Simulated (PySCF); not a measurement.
# BH6PSSi: the cost of one run

The runs use PySCF 2.14.0, with density-fitted response routines of our own; the level of theory stands in each step. All values are computed, except where a source is named. Atoms count from 0, in the outputs and in this text.

## 1. The molecule as given

10 atoms, charge 0, multiplicity 1; geometry from: GFN2-xTB. The atoms were then displaced at random by about 0.01 Å, so the start is not that level's minimum.

Bonds of the start (Å): Si0–S1 2.16, S1–B2 1.75, B2–P3 1.92, Si0–H4 1.46, Si0–H5 1.44, Si0–H6 1.47, B2–H7 1.19, P3–H8 1.42, P3–H9 1.36.

## 2. Geometry optimisation at PBE0-D3(BJ)/def2-SVP

The job: settings as JSON, then the geometry in Å.

```
{"job": {"xc": "PBE0", "basis": "def2-SVP", "d3": "d3bj", "grid": 1, "shake": 0.01, "kind": "geom"}, "charge": 0, "multiplicity": 1}
Si    -1.680760     0.608090     0.214700
S     -0.701460    -0.256490    -1.500030
B      0.978070    -0.456540    -1.070490
P      1.784820     0.059370     0.593820
H     -0.897210     1.749040     0.663380
H     -1.837430    -0.399430     1.227660
H     -2.966280     1.010600    -0.374810
H      1.721740    -0.821520    -1.920830
H      0.902730    -0.616760     1.473310
H      2.746220    -0.897300     0.672230
```

Run with:

```
OMP_NUM_THREADS=1 python probes_run.py task.json out
```

This one command runs all jobs of the session in turn.

**Question.** How long does this first job take on 1 thread of Arm Neoverse V1, shared host, and how much memory does it need?

About 20 s, with a peak of 0.41 GiB.
